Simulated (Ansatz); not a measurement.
# ClHO₃W: one molecule under many settings

How do the results and run time of ClHO₃W respond when the settings are drawn wide?

Computed with Ansatz 0.2.0, Gaussian basis. Level: the settings change from run to run.

### Step 1. The molecule

An earlier PBE0-D4 in a triple-zeta def2 set relaxation fixed the geometry. W takes a core potential in def2 sets; no spin-orbit term is included.

6 atoms, charge 0, spin multiplicity 1.

Atoms are counted from 1 here; the program's logs count them from 0.

Bond lengths: O1–W2 1.698 Å, W2–O3 1.698 Å, W2–O4 1.871 Å, W2–Cl5 2.266 Å, O4–H6 0.960 Å. Angles: O1–W2–O3 107.8°, O1–W2–O4 108.6°, O1–W2–Cl5 109.5°, O3–W2–O4 109.8°, O3–W2–Cl5 109.2°, O4–W2–Cl5 111.8°, W2–O4–H6 126.1°.

Geometry (Å):

```mol
ClHO3W
  3D, bonds by distance, orders not assigned

  6  5  0  0  0  0  0  0  0  0999 V2000
   -0.4961   -1.8621   -0.4229 O   0  0
    0.1721   -0.3124   -0.2312 W   0  0
    1.6119   -0.4731    0.6538 O   0  0
   -1.0426    0.7466    0.7202 O   0  0
    0.6427    0.5657   -2.2664 Cl  0  0
   -0.8458    1.2713    1.5002 H   0  0
  1  2  8  0
  2  3  8  0
  2  4  8  0
  2  5  8  0
  4  6  8  0
M  END
```

### Step 2. SPW92/def2-mTZVP

Options: atoms shaken by 0.15 Å, density fitting with def2-universal-jkfit, a grid of angular degree 23.

in.yaml reads:

```yaml
crystal:
  periodic: [false, false, false]
  atoms:
    - {symbol: O, position_ang: [-0.399885, -1.803623, -0.726811]}
    - {symbol: W, position_ang: [-0.061818, -0.376161, 0.034687]}
    - {symbol: O, position_ang: [1.803419, -0.508092, 0.571713]}
    - {symbol: O, position_ang: [-1.037030, 0.872879, 0.548322]}
    - {symbol: Cl, position_ang: [0.596307, 0.593998, -2.038742]}
    - {symbol: H, position_ang: [-0.812094, 1.055158, 1.371120]}
basis:
  gaussian: {orbitals: def2-mTZVP, fitting: {mean_field: def2-universal-jkfit}, final_grid: {core_spheres: 8, valence_spheres: 7, degree: 23}}
hamiltonian: {xc: {name: SPW92}}
output: {forces: true}
```

Started as:

```bash
$ ansatz run in.yaml --threads 4 --pin off --events-out ev --progress --plain --max-ram 10444MiB
```

What it wrote:

```text
Functional definition: SPW92
  name "SPW92"
  cite "Dirac, Proc. Camb. Phil. Soc. 26, 376 (1930) doi:10.1017/S0305004100016108"
  cite "Slater, Phys. Rev. 81, 385 (1951) doi:10.1103/PhysRev.81.385"
  cite "Perdew & Wang, Phys. Rev. B 45, 13244 (1992) doi:10.1103/PhysRevB.45.13244"
  exchange = slater_x
  correlation = pw_c
604 factors; integrals over basis functions are off by at most 8.8e-1 eV
mean field evaluation 1: about -20395.8444 eV, gradient 1.3e2 eV
mean field evaluation 2: about -20012.8361 eV, gradient 3.6e2 eV
mean field evaluation 4: about -20413.4411 eV, gradient 7.6e1 eV
mean field evaluation 8: about -20422.9530 eV, gradient 7.1e0 eV
mean field evaluation 16: about -20423.0690 eV, gradient 2.7e-4 eV
mean field -20423.06899890 eV, -750.5339424562 hartree, gradient 1.3e-5 eV, S^2 0.000000; 0 other end points of the search recorded, 0 dependent functions left out
the calculation of the forces begins
reference -20423.06903478 eV, -750.5339437748 hartree; 28, 28 occupied and 105, 105 virtual orbitals, 604 factors
Total energy: -20423.06903478 eV, -750.5339437748 hartree
Atom 0 at    -0.399885    -1.803623    -0.726811 Å, force    -2.669256    -4.163196    -1.240422 eV/Å
Atom 1 at    -0.061818    -0.376161     0.034687 Å, force    17.611260    -5.085342    -5.032833 eV/Å
Atom 2 at     1.803419    -0.508092     0.571713 Å, force    -6.108783     0.465730    -0.364487 eV/Å
Atom 3 at    -1.037030     0.872879     0.548322 Å, force    -9.643475     5.900111    -2.133089 eV/Å
Atom 4 at     0.596307     0.593998    -2.038742 Å, force    -0.617516    -0.244135     1.241242 eV/Å
Atom 5 at    -0.812094     1.055158     1.371120 Å, force     1.427770     3.126832     7.529590 eV/Å
Dipole moment:    -0.731034     0.394745     0.666605 e Å
```

Run time: 0.5 s. Hardware: 4 threads of Arm Neoverse V2, shared host.

Largest force 19.009 eV/Å, dipole 5.12 D.

### Step 3. MP2/x2c-TZVPPall

in.yaml reads:

```yaml
crystal:
  periodic: [false, false, false]
  atoms:
    - {symbol: O, position_ang: [-0.496063, -1.862103, -0.422873]}
    - {symbol: W, position_ang: [0.172094, -0.312388, -0.231225]}
    - {symbol: O, position_ang: [1.611933, -0.473146, 0.653825]}
    - {symbol: O, position_ang: [-1.042638, 0.746642, 0.720188]}
    - {symbol: Cl, position_ang: [0.642696, 0.565669, -2.266377]}
    - {symbol: H, position_ang: [-0.845821, 1.271325, 1.500161]}
basis:
  gaussian: {orbitals: x2c-TZVPPall}
hamiltonian: {xc: {name: HF}}
correlation: {method: mp2}
```

Same command.

What it wrote:

```text
Functional definition: HF
  name "HF"
  cite "Fock, Z. Phys. 61, 126 (1930) doi:10.1007/BF01340294"
  parent pbe
  exchange = exact_x
  correlation = 0
1770 factors; integrals over basis functions are off by at most 7.2e-4 eV
mean field evaluation 1: about -457867.1917 eV, gradient 8.5e1 eV
mean field evaluation 2: about -457867.3185 eV, gradient 8.5e1 eV
mean field evaluation 4: about -457879.5392 eV, gradient 1.1e1 eV
mean field evaluation 8: about -457879.7281 eV, gradient 1.0e0 eV
mean field evaluation 16: about -457879.7315 eV, gradient 1.3e-6 eV
mean field -457879.73149189 eV, -16826.7697702979 hartree, gradient 1.5e-6 eV, S^2 0.000000; 0 other end points of the search recorded, 0 dependent functions left out
31 core orbitals not correlated: weight in the atoms' cores, before any rotation towards them, 1.000 or more for the frozen orbitals, at most 0.000 for the correlated occupied ones
reference -457879.73149189 eV, -16826.7697702979 hartree; 27, 27 occupied and 188, 188 virtual orbitals, 1770 factors
second order -43.35841002 eV of doubles, -0.00000000 eV of singles
Total energy: -457923.08990191 eV, -16828.3631624766 hartree
Relativity: scalar
```

Run time: 7.5 s. Hardware: 4 threads of Arm Neoverse V2, shared host; peak memory 0.84 GiB.

### Step 4. revPBE/def2-mTZVP

This run has charge +1, multiplicity 2, restricted open-shell orbitals, coordinates scaled by 0.96.

in.yaml reads:

```yaml
crystal:
  periodic: [false, false, false]
  atoms:
    - {symbol: O, position_ang: [-0.476220, -1.787619, -0.405958]}
    - {symbol: W, position_ang: [0.165210, -0.299892, -0.221976]}
    - {symbol: O, position_ang: [1.547456, -0.454221, 0.627672]}
    - {symbol: O, position_ang: [-1.000933, 0.716777, 0.691381]}
    - {symbol: Cl, position_ang: [0.616988, 0.543042, -2.175722]}
    - {symbol: H, position_ang: [-0.811989, 1.220472, 1.440155]}
basis:
  gaussian: {orbitals: def2-mTZVP}
total_charge: 1
magnetization: {spin_polarized: false, initial_magnetization: 1}
hamiltonian: {xc: {name: revPBE}}
output: {forces: true}
```

Launched as before.

What it wrote (excerpt; [...] marks lines left out):

```text
Functional definition: revPBE
  name "revPBE"
  cite "Zhang & Yang, Phys. Rev. Lett. 80, 890 (1998) doi:10.1103/PhysRevLett.80.890"
  cite "Perdew, Burke & Ernzerhof, Phys. Rev. Lett. 77, 3865 (1996) doi:10.1103/PhysRevLett.77.3865"
[...]
1071 factors; their error is unknown
[...]
mean field -20499.72119556 eV, -753.3508587268 hartree, gradient 2.1e-6 eV, S^2 0.750000; 10 other end points of the search recorded, 0 dependent functions left out
[...]
reference -20499.72124134 eV, -753.3508604090 hartree; 28, 27 occupied and 105, 106 virtual orbitals, 1071 factors
Total energy: -20499.72124134 eV, -753.3508604090 hartree
Atom 0 at    -0.476220    -1.787619    -0.405958 Å, force    -3.303919    -8.200208    -0.919845 eV/Å
Atom 1 at     0.165210    -0.299892    -0.221976 Å, force    -2.414420     6.620712    -2.207351 eV/Å
Atom 2 at     1.547456    -0.454221     0.627672 Å, force     6.943357    -1.087365     4.148539 eV/Å
Atom 3 at    -1.000933     0.716777     0.691381 Å, force    -2.277825    -0.357194    -1.234674 eV/Å
Atom 4 at     0.616988     0.543042    -2.175722 Å, force     0.655806     1.025959    -2.624439 eV/Å
Atom 5 at    -0.811989     1.220472     1.440155 Å, force     0.397001     1.998096     2.837771 eV/Å
Dipole moment:    -0.038066     0.419452     0.143099 e Å
```

Run time: 11 s. Hardware: 4 threads of Arm Neoverse V2, shared host.

Largest force 8.888 eV/Å.

### Step 5. wB97M-V/def2-TZVPD

This run has a point charge of 1.00 e beside it.

in.yaml reads:

```yaml
crystal:
  periodic: [false, false, false]
  atoms:
    - {symbol: O, position_ang: [-0.496063, -1.862103, -0.422873]}
    - {symbol: W, position_ang: [0.172094, -0.312388, -0.231225]}
    - {symbol: O, position_ang: [1.611933, -0.473146, 0.653825]}
    - {symbol: O, position_ang: [-1.042638, 0.746642, 0.720188]}
    - {symbol: Cl, position_ang: [0.642696, 0.565669, -2.266377]}
    - {symbol: H, position_ang: [-0.845821, 1.271325, 1.500161]}
basis:
  gaussian: {orbitals: def2-TZVPD, point_charges: [{charge: 1.00, position_ang: [6.379, -0.310, -0.696]}]}
hamiltonian: {xc: {name: wB97M-V}}
```

Same command.

What it wrote (excerpt; [...] marks lines left out):

```text
Functional definition: wB97M-V
  name "wB97M-V"
  cite "Mardirossian & Head-Gordon, J. Chem. Phys. 144, 214110 (2016) doi:10.1063/1.4952647"
  cite "Becke, J. Chem. Phys. 107, 8554 (1997) doi:10.1063/1.475007"
  cite "Vydrov & Van Voorhis, J. Chem. Phys. 133, 244103 (2010) doi:10.1063/1.3521275"
  # Of w^i u^j: cxij and so on, Table III.
[...]
  gx(w, u) = 1 - cx + cx01*u + cx10*w
  gss(w, u) = css00 + css04*u^4 + css10*w + css20*w^2 + css43*w^4*u^3
  gos(w, u) = cos00 + cos10*w + (cos20 + cos21*u)*w^2 + (cos60 + cos61*u)*w^6
[...]
      + integral(e_c_pw_mod_opposite_spin*gos(b97_w_opposite, b97_u_opposite)) + vv10(b, c)
1269 factors; their error is unknown
323 factors; integrals over basis functions are off by at most 4.1e-5 eV
[...]
mean field -20510.08734994 eV, -753.7318078737 hartree, gradient 7.7e-5 eV, S^2 0.000000; 0 other end points of the search recorded, 0 dependent functions left out
reference -20510.08743624 eV, -753.7318110454 hartree; 28, 28 occupied and 190, 190 virtual orbitals, 1269 factors
Total energy: -20510.08743624 eV, -753.7318110454 hartree
```

It took 8 s on 4 threads of Arm Neoverse V2, shared host; peak memory 0.63 GiB.

### Step 6. B2PLYP/def2-TZVPD

Options: atoms shaken by 0.08 Å.

in.yaml reads:

```yaml
crystal:
  periodic: [false, false, false]
  atoms:
    - {symbol: O, position_ang: [-0.436409, -1.950028, -0.444688]}
    - {symbol: W, position_ang: [0.270291, -0.370218, -0.185977]}
    - {symbol: O, position_ang: [1.596290, -0.488221, 0.724678]}
    - {symbol: O, position_ang: [-1.098480, 0.839616, 0.767466]}
    - {symbol: Cl, position_ang: [0.564572, 0.540786, -2.325367]}
    - {symbol: H, position_ang: [-1.094404, 1.264271, 1.440826]}
basis:
  gaussian: {orbitals: def2-TZVPD}
hamiltonian: {xc: {name: B2PLYP}}
```

Launched as before.

What it wrote (excerpt; [...] marks lines left out):

```text
Functional definition: B2PLYP
  name "B2PLYP"
  cite "Grimme, J. Chem. Phys. 124, 034108 (2006) doi:10.1063/1.2148954"
  cite "Becke, Phys. Rev. A 38, 3098 (1988) doi:10.1103/PhysRevA.38.3098"
  cite "Lee, Yang & Parr, Phys. Rev. B 37, 785 (1988) doi:10.1103/PhysRevB.37.785"
[...]
1464 factors; integrals over basis functions are off by at most 1.0e-3 eV
[...]
mean field -20489.88124934 eV, -752.9892473728 hartree, gradient 2.5e-6 eV, S^2 0.000000; 1 other end points of the search recorded, 0 dependent functions left out
8 core orbitals not correlated: weight in the atoms' cores, before any rotation towards them, 1.000 or more for the frozen orbitals, at most 0.000 for the correlated occupied ones
reference -20489.88144716 eV, -752.9892546426 hartree; 20, 20 occupied and 190, 190 virtual orbitals, 1464 factors
second order -46.24645848 eV of doubles, -0.00000000 eV of singles
Total energy: -20502.36799095 eV, -753.4481266632 hartree
```

It took 6 s on 4 threads of Arm Neoverse V2, shared host; peak memory 0.66 GiB.

### Step 7. revPBE0/def2-mTZVP

This run has finite nuclei, D4 dispersion.

in.yaml reads:

```yaml
crystal:
  periodic: [false, false, false]
  atoms:
    - {symbol: O, position_ang: [-0.496063, -1.862103, -0.422873]}
    - {symbol: W, position_ang: [0.172094, -0.312388, -0.231225]}
    - {symbol: O, position_ang: [1.611933, -0.473146, 0.653825]}
    - {symbol: O, position_ang: [-1.042638, 0.746642, 0.720188]}
    - {symbol: Cl, position_ang: [0.642696, 0.565669, -2.266377]}
    - {symbol: H, position_ang: [-0.845821, 1.271325, 1.500161]}
basis:
  gaussian: {orbitals: def2-mTZVP, nuclear_model: gaussian}
hamiltonian: {xc: {name: revPBE0}, dispersion: d4}
output: {forces: true}
```

The command is unchanged.

What it wrote (excerpt; [...] marks lines left out):

```text
Functional definition: revPBE0
  name "revPBE0"
  cite "Zhang & Yang, Phys. Rev. Lett. 80, 890 (1998) doi:10.1103/PhysRevLett.80.890"
  cite "Adamo & Barone, J. Chem. Phys. 110, 6158 (1999) doi:10.1063/1.478522"
  cite "Perdew, Burke & Ernzerhof, Phys. Rev. Lett. 77, 3865 (1996) doi:10.1103/PhysRevLett.77.3865"
[...]
1122 factors; their error is unknown
[...]
mean field -20508.25839162 eV, -753.6645948951 hartree, gradient 3.7e-5 eV, S^2 0.000000; 0 other end points of the search recorded, 0 dependent functions left out
[...]
reference -20508.25842748 eV, -753.6645962129 hartree; 28, 28 occupied and 105, 105 virtual orbitals, 1122 factors
Total energy: -20508.64573596 eV, -753.6788295370 hartree
Atom 0 at    -0.496063    -1.862103    -0.422873 Å, force    -0.120382    -0.346010    -0.003119 eV/Å
Atom 1 at     0.172094    -0.312388    -0.231225 Å, force     0.012209     0.158625     0.064427 eV/Å
Atom 2 at     1.611933    -0.473146     0.653825 Å, force     0.282160    -0.098671     0.176075 eV/Å
Atom 3 at    -1.042638     0.746642     0.720188 Å, force    -0.389824     0.071232     0.018322 eV/Å
Atom 4 at     0.642696     0.565669    -2.266377 Å, force     0.091074     0.149142    -0.376924 eV/Å
Atom 5 at    -0.845821     1.271325     1.500161 Å, force     0.124763     0.065682     0.121220 eV/Å
Dipole moment:    -0.173904     0.576593     0.245704 e Å
```

Wall time 1.5 s (4 threads of Arm Neoverse V2, shared host).

Largest force 0.415 eV/Å, dipole 3.12 D.

### Step 8. PBEsol/def2-SVP

Set apart from the defaults: charge +1, multiplicity 2, restricted open-shell orbitals.

Edit in.yaml of step 7 so:

```diff
@@ -10,4 +10,6 @@
 basis:
-  gaussian: {orbitals: def2-mTZVP, nuclear_model: gaussian}
-hamiltonian: {xc: {name: revPBE0}, dispersion: d4}
+  gaussian: {orbitals: def2-SVP}
+total_charge: 1
+magnetization: {spin_polarized: false, initial_magnetization: 1}
+hamiltonian: {xc: {name: PBEsol}}
 output: {forces: true}
```

The command is unchanged.

What it wrote (excerpt; [...] marks lines left out):

```text
Functional definition: PBEsol
  name "PBEsol"
  cite "Perdew et al., Phys. Rev. Lett. 100, 136406 (2008) doi:10.1103/PhysRevLett.100.136406"
  cite "Perdew, Burke & Ernzerhof, Phys. Rev. Lett. 77, 3865 (1996) doi:10.1103/PhysRevLett.77.3865"
  parent pbesol
[...]
989 factors; their error is unknown
[...]
mean field -20440.33462171 eV, -751.1684423913 hartree, gradient 2.4e-6 eV, S^2 0.750000; 10 other end points of the search recorded, 0 dependent functions left out
[...]
reference -20440.33468708 eV, -751.1684447937 hartree; 28, 27 occupied and 69, 70 virtual orbitals, 989 factors
Total energy: -20440.33468708 eV, -751.1684447937 hartree
Atom 0 at    -0.496063    -1.862103    -0.422873 Å, force    -0.794935    -2.516260    -0.191371 eV/Å
Atom 1 at     0.172094    -0.312388    -0.231225 Å, force    -1.585976     3.612207    -0.166973 eV/Å
Atom 2 at     1.611933    -0.473146     0.653825 Å, force     1.649886    -0.520721     0.874521 eV/Å
Atom 3 at    -1.042638     0.746642     0.720188 Å, force     0.618467    -1.364765    -1.528248 eV/Å
Atom 4 at     0.642696     0.565669    -2.266377 Å, force     0.105013    -0.040188    -0.143030 eV/Å
Atom 5 at    -0.845821     1.271325     1.500161 Å, force     0.007545     0.829726     1.155100 eV/Å
Dipole moment:    -0.053106     0.474464     0.170108 e Å
```

It took 11 s on 4 threads of Arm Neoverse V2, shared host.

Largest force 3.949 eV/Å.

### Step 9. revPBE0/ANO-RCC-VTZP

This run has coordinates scaled by 1.05, D4 dispersion.

in.yaml reads:

```yaml
crystal:
  periodic: [false, false, false]
  atoms:
    - {symbol: O, position_ang: [-0.520866, -1.955208, -0.444016]}
    - {symbol: W, position_ang: [0.180699, -0.328007, -0.242787]}
    - {symbol: O, position_ang: [1.692530, -0.496804, 0.686516]}
    - {symbol: O, position_ang: [-1.094770, 0.783975, 0.756198]}
    - {symbol: Cl, position_ang: [0.674831, 0.593952, -2.379696]}
    - {symbol: H, position_ang: [-0.888112, 1.334891, 1.575169]}
basis:
  gaussian: {orbitals: ANO-RCC-VTZP}
hamiltonian: {xc: {name: revPBE0}, dispersion: d4}
output: {forces: true}
```

Same command.

What it wrote (excerpt; [...] marks lines left out):

```text
Functional definition: revPBE0
  name "revPBE0"
  cite "Zhang & Yang, Phys. Rev. Lett. 80, 890 (1998) doi:10.1103/PhysRevLett.80.890"
  cite "Adamo & Barone, J. Chem. Phys. 110, 6158 (1999) doi:10.1063/1.478522"
  cite "Perdew, Burke & Ernzerhof, Phys. Rev. Lett. 77, 3865 (1996) doi:10.1103/PhysRevLett.77.3865"
[...]
1804 factors; integrals over basis functions are off by at most 8.6e-4 eV
[...]
mean field -458069.65880639 eV, -16833.7494703684 hartree, gradient 5.4e-5 eV, S^2 0.000000; 0 other end points of the search recorded, 0 dependent functions left out
[...]
reference -458069.65887395 eV, -16833.7494728511 hartree; 58, 58 occupied and 184, 184 virtual orbitals, 1804 factors
Total energy: -458070.02144420 eV, -16833.7627970620 hartree
Relativity: scalar
Atom 0 at    -0.520866    -1.955208    -0.444016 Å, force     1.895226     4.507935     0.522237 eV/Å
Atom 1 at     0.180699    -0.328007    -0.242787 Å, force     0.921898    -2.521994     1.861289 eV/Å
Atom 2 at     1.692530    -0.496804     0.686516 Å, force    -4.178748     0.498165    -2.610468 eV/Å
Atom 3 at    -1.094770     0.783975     0.756198 Å, force     2.009376    -0.406918     0.214747 eV/Å
Atom 4 at     0.674831     0.593952    -2.379696 Å, force    -0.431422    -0.787820     1.837032 eV/Å
Atom 5 at    -0.888112     1.334891     1.575169 Å, force    -0.216331    -1.289368    -1.824837 eV/Å
Dipole moment:    -0.167673     0.601757     0.212781 e Å
```

Wall time 25 s (4 threads of Arm Neoverse V2, shared host); peak memory 1.1 GiB.

Largest force 4.952 eV/Å, dipole 3.17 D.

### Step 10. wB97X-V/ANO-RCC-VTZP

Set apart from the defaults: charge -1, multiplicity 2, atoms shaken by 0.15 Å.

in.yaml reads:

```yaml
crystal:
  periodic: [false, false, false]
  atoms:
    - {symbol: O, position_ang: [-0.463375, -1.949668, -0.739519]}
    - {symbol: W, position_ang: [0.225515, -0.294250, -0.229606]}
    - {symbol: O, position_ang: [1.675110, -0.712737, 0.881357]}
    - {symbol: O, position_ang: [-0.826701, 0.906814, 0.868729]}
    - {symbol: Cl, position_ang: [0.839381, 0.556596, -2.011359]}
    - {symbol: H, position_ang: [-0.956216, 1.254098, 1.429218]}
basis:
  gaussian: {orbitals: ANO-RCC-VTZP}
total_charge: -1
magnetization: {spin_polarized: true, initial_magnetization: 1}
hamiltonian: {xc: {name: wB97X-V}}
```

Launched as before.

What it wrote (excerpt; [...] marks lines left out):

```text
Functional definition: wB97X-V
  name "wB97X-V"
  cite "Mardirossian & Head-Gordon, Phys. Chem. Chem. Phys. 16, 9904 (2014) doi:10.1039/C3CP54374A"
  cite "Becke, J. Chem. Phys. 107, 8554 (1997) doi:10.1063/1.475007"
  cite "Vydrov & Van Voorhis, J. Chem. Phys. 133, 244103 (2010) doi:10.1063/1.3521275"
[...]
      + integral(e_c_pw_opposite_spin*poly(b97_u_opposite, cos0, cos1)) + vv10(b, c)
1798 factors; integrals over basis functions are off by at most 6.2e-4 eV
315 factors; integrals over basis functions are off by at most 7.1e-6 eV
[...]
mean field -458061.89739351 eV, -16833.4642437058 hartree, gradient 9.1e-6 eV, S^2 0.754014; 4 other end points of the search recorded, 0 dependent functions left out
reference -458061.89739059 eV, -16833.4642435986 hartree; 59, 58 occupied and 183, 184 virtual orbitals, 1798 factors
Total energy: -458061.89739059 eV, -16833.4642435986 hartree
Relativity: scalar
```

Wall time 87 s (4 threads of Arm Neoverse V2, shared host); peak memory 1.9 GiB.

⟨S²⟩ 0.754.

### Step 11. The runs in one table

| level | charge | multiplicity | geometry | functions | energy (eV) | time |
| --- | --- | --- | --- | --- | --- | --- |
| SPW92/def2-mTZVP | 0 | 1 | shaken | 133 | -20423.069 | 0.5 s |
| MP2/x2c-TZVPPall | 0 | 1 | relaxed | 246 | -457923.090 | 7.5 s |
| revPBE/def2-mTZVP | 1 | 2 | scaled | 133 | -20499.721 | 11 s |
| wB97M-V/def2-TZVPD | 0 | 1 | relaxed, point charge | 218 | -20510.087 | 8 s |
| B2PLYP/def2-TZVPD | 0 | 1 | shaken | 218 | -20502.368 | 6 s |
| revPBE0/def2-mTZVP | 0 | 1 | relaxed | 133 | -20508.646 | 1.5 s |
| PBEsol/def2-SVP | 1 | 2 | relaxed | 97 | -20440.335 | 11 s |
| revPBE0/ANO-RCC-VTZP | 0 | 1 | scaled | 242 | -458070.021 | 25 s |
| wB97X-V/ANO-RCC-VTZP | -1 | 2 | shaken | 242 | -458061.897 | 87 s |

### Step 12. Outcome

| quantity | value |
| --- | --- |
| runs | 9 |
| quickest | SPW92/def2-mTZVP, 0.5 s |
| slowest | wB97X-V/ANO-RCC-VTZP, 87 s |
| spread of total energies, same state and geometry | 437414.4 eV |

wB97X-V/ANO-RCC-VTZP took 174 times as long as SPW92/def2-mTZVP. The jobs differ in tasks and options as well as level. The totals spread over 437414 eV; they can't be compared across methods or bases. Some of these runs are scalar-relativistic and others not, which shifts the totals of all-electron atoms past neon by eV; core potentials, where a basis has them, take the core out of the total altogether. At the PBE0-D4/def2-TZVP geometry and in the same state, runs without warnings or point charges leave forces up to 0.42 eV/Å (revPBE0/def2-mTZVP), against 19.0 eV/Å where the atoms were moved.
